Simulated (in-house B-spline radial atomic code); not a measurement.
# Ar¹²⁺: ionisation energy by several methods

The task here is to estimate one member of a computed series from the others.

Program: in-house B-spline radial atomic code version 1. Level of theory: scalar-relativistic (X2C), several functionals, spin-polarised; spherical all-electron atom at the radial basis limit. These are calculated values, not measurements, unless marked.

**Starting point**

| Property | Result |
| --- | --- |
| element | argon (Z = 18) |
| charge | +12 |
| electrons | 6 |
| configuration | [He] 2s2 2p2 |
| nucleus | Fermi, rms radius 3.427 fm |

Outer shells as boxes (Hund's rule):

[He] 2s2 2p2
```
[He] core
2s [↑↓]
2p [↑ ][↑ ][  ]
```

Where spins are not typed, each open shell is filled with up spins first.

Set-up of the first run:

Settings of the run:

```ini
Z = 18
electrons = 6.0
configuration = [He] 2s2 2p2
hamiltonian = x2c
method = pbesol
spin_polarised = True
nucleus = fermi
rms_radius = 3.4274
mass_number = 40
atomic_mass = 39.96238312204
speed_of_light = 137.035999084
```

Among the steps run: PBEsol; LDA (PW92); exchange-only LDA; OLYP.

One table of the session follows, with a row left open; its other results are not shown here.

| method | ΔSCF (eV) |
| --- | --- |
| LDA (PW92) | 686.69 |
| exchange-only LDA | 684.61 |
| PBEsol | ? |
| OLYP | 688.30 |

Q: Estimate the row for PBEsol from the others.

The run gave: ΔSCF (eV): 686.66. In the column «ΔSCF (eV)» it lies between exchange-only LDA (684.61) and LDA (PW92) (686.69).

Open shells are averaged (over orientations, and over spins where the run is restricted), while tables refer to the lowest levels. For the semilocal functionals minus the highest level recovers only 95 % of their own ΔSCF value, a mark of self-interaction.

Members of this set that are not shown: 1 did not converge; 2 used exact exchange with fractional occupations of an open shell, which is unsound here.
